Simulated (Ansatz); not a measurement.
# GePH+ (quartet): the correlation ladder, cc-pVDZ

One table from this session's results is given with a row withheld; the runs are named, their logs left out.

Computed with Ansatz 0.2.0, Gaussian basis. Level: cc-pVDZ, core rule «outside noble gas», up to 19 orbitals frozen.

Plan: UHF; CCSD(T) on ROHF; CCSD(T) on UHF; BCCD(T) on ROHF; CISD; CCSDT(Q) on ROHF; CCSDT(Q) on UHF; CASSCF and MRCISD+Q, 9 electrons in 9 orbitals; CASSCF and NEVPT2, 9 electrons in 9 orbitals.

17 further runs of the same task are left out: 4 that didn't finish, 13 set aside as unsound or not needed.

## The system

The geometry is a PBE0/def2-TZVP stationary point (not a proven minimum) of the parent state, kept for this charge and spin. No spin-orbit coupling is included. The filled d shell of Ge may be among the frozen orbitals whatever the setting's name suggests; the logs give the count.

3 atoms, charge 1, spin multiplicity 4.

Atoms are counted from 1 here; the program's logs count them from 0.

Bond lengths: Ge1–P2 2.321 Å, Ge1–H3 1.598 Å. Angles: P2–Ge1–H3 92.4°.

Set-up of the first run:

The input, in.yaml:

```yaml
crystal:
  periodic: [false, false, false]
  atoms:
    - {symbol: Ge, position_ang: [0.000000, -0.031660, 0.685831]}
    - {symbol: P, position_ang: [0.000000, 0.023387, -1.634127]}
    - {symbol: H, position_ang: [0.000000, 1.562951, 0.790027]}
basis:
  gaussian: {orbitals: cc-pVDZ}
total_charge: 1
magnetization: {spin_polarized: true, initial_magnetization: 3}
hamiltonian: {xc: hf}
output: {orbitals: {seedname: orbitals}}
```

Launch:

```
> ansatz run in.yaml --threads 1 --pin off --events-out ev --progress --plain --max-ram 2393MiB
```

Among the steps run: UHF; CCSD(T) on ROHF; CCSD(T) on UHF; BCCD(T) on ROHF; CISD; CCSDT(Q) on ROHF; CCSDT(Q) on UHF; CASSCF and MRCISD+Q, 9 electrons in 9 orbitals; CASSCF and NEVPT2, 9 electrons in 9 orbitals.

One table of the session follows, with a row left open; its other results are not shown here.

| method | from UCCSDT(Q) (meV) |
| --- | --- |
| ROHF | +4957.1 |
| UHF | +4727.1 |
| RMP2 | +1143.1 |
| UMP2 | +1183.8 |
| CISD | +477.3 |
| RCCSD | +203.6 |
| UCCSD | +195.5 |
| RCCSD(T) | +51.7 |
| UCCSD(T) | +49.7 |
| BCCD(T) | ? |
| RCCSDT | +13.6 |
| UCCSDT | +9.9 |
| RCCSDT(Q) | +3.9 |
| UCCSDT(Q) | 0 |
| CASSCF valence | +3322.8 |
| NEVPT2 valence | +794.5 |
| MRCISD valence | +219.0 |
| MRCISD+Q valence | -7.5 |

Estimate the missing values for BCCD(T).

The run gave: from UCCSDT(Q) (meV): +51.4. In the column «from UCCSDT(Q) (meV)» it lies between UCCSD(T) (+49.7) and RCCSD(T) (+51.7).

Caveats from the session: Restricted and unrestricted rows rest on different reference determinants; where their highest levels disagree by more than a few hundredths of an eV, they describe different states and don't form one ladder.
